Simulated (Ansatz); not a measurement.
A nudged elastic band was laid between two geometries of a periodic cell of 13 atoms, Zr₁₂H (host Zr, host structure hcp, interstitial H).

All numbers below come from DFT PBEsol, scalar-relativistic, plane waves, PAW (Ansatz). Settings: cutoff 420 eV, k mesh 3x2x3, gaussian smearing 0.05 eV, no spin polarisation.

| Item | Value |
| --- | --- |
| movable images | 3 |
| climbing image | yes |
| spring | 5.0 eV/Å² |
| optimiser | quadratic models (default) |
| start path | IDPP |
| force threshold | 0.03 eV/Å |
| iteration limit | 80 |
| end points | relaxed |

Initial state:

```xyz
13
Lattice="6.4600 0.0000 0.0000 -4.8450 8.3918 0.0000 0.0000 0.0000 5.1454" Properties=species:S:1:pos:R:3
Zr 0.002 0.021 -0.007
Zr -0.010 1.834 2.577
Zr -1.582 2.780 0.038
Zr -1.583 4.671 2.619
Zr -3.232 5.641 0.027
Zr -3.228 7.474 2.597
Zr 3.233 -0.027 -0.015
Zr 3.237 1.809 2.548
Zr 1.587 2.778 -0.045
Zr 1.586 4.667 2.536
Zr 0.016 5.612 -0.004
Zr 0.004 7.427 2.585
H 3.232 3.720 1.289
```

Final state:

Only the atoms that move by more than 0.05 Å are listed.
```
Zr3 -1.578 2.773 -0.041
Zr4 -1.586 4.679 2.547
Zr9 1.586 2.781 0.028
Zr10 1.578 4.688 2.615
H13 3.240 3.736 -1.285
```

(1) Which bonds break or form, and what moves?

(2) What energy profile does the band end with?

(3) What is the geometry of the highest image?

## Answers

(1) The atom that moves furthest is H13, by 2.57 Å; four of its nearest neighbours are Zr3 2.27, Zr10 2.27, Zr8 2.29, Zr5 2.30 Å at the first end and Zr3 2.27, Zr5 2.28, Zr10 2.28, Zr8 2.30 Å at the last.

(2) The run converged. The highest image is number 2 of 0 to 4, 0.44 eV above the ends, which have the same energy within 2 meV. By the program's own check the climbing image is of a kind that is not told: the force calls were inconclusive, a negative curvature could not be distinguished from the path's own, the only one lies far off the path, or fixed occupations may fill a level only in part (lowest curvatures found: -1.06 and 0.05 eV/Å²). Limits of this set-up: coarse k mesh, odd electron count without spin, a small cell, in which the defect meets its images, a typed lattice constant that wasn't relaxed here.

```tsv
image	path coordinate (Å)	energy (eV)
0	0.00	0.00
1	0.64	0.26
2	1.27	0.44
3	1.90	0.26
4	2.54	0.00
```

(3) 
```xyz
13
Lattice="6.4600 0.0000 0.0000 -4.8450 8.3918 0.0000 0.0000 0.0000 5.1454" Properties=species:S:1:pos:R:3
Zr -0.004 -0.004 0.000
Zr -0.007 1.818 2.570
Zr -1.573 2.772 -0.002
Zr -1.547 4.695 2.577
Zr -3.228 5.667 0.005
Zr -3.238 7.486 2.576
Zr 3.241 -0.013 0.002
Zr 3.248 1.762 2.572
Zr 1.599 2.755 -0.003
Zr 1.527 4.689 2.577
Zr -0.014 5.634 0.004
Zr 0.015 7.443 2.574
H 3.237 3.750 -0.002
```

Time of the run: 3.9 min on 4 threads of Intel(R) Xeon(R) Platinum 8488C (Sapphire Rapids) (shared host), peak memory 1.6 GiB.
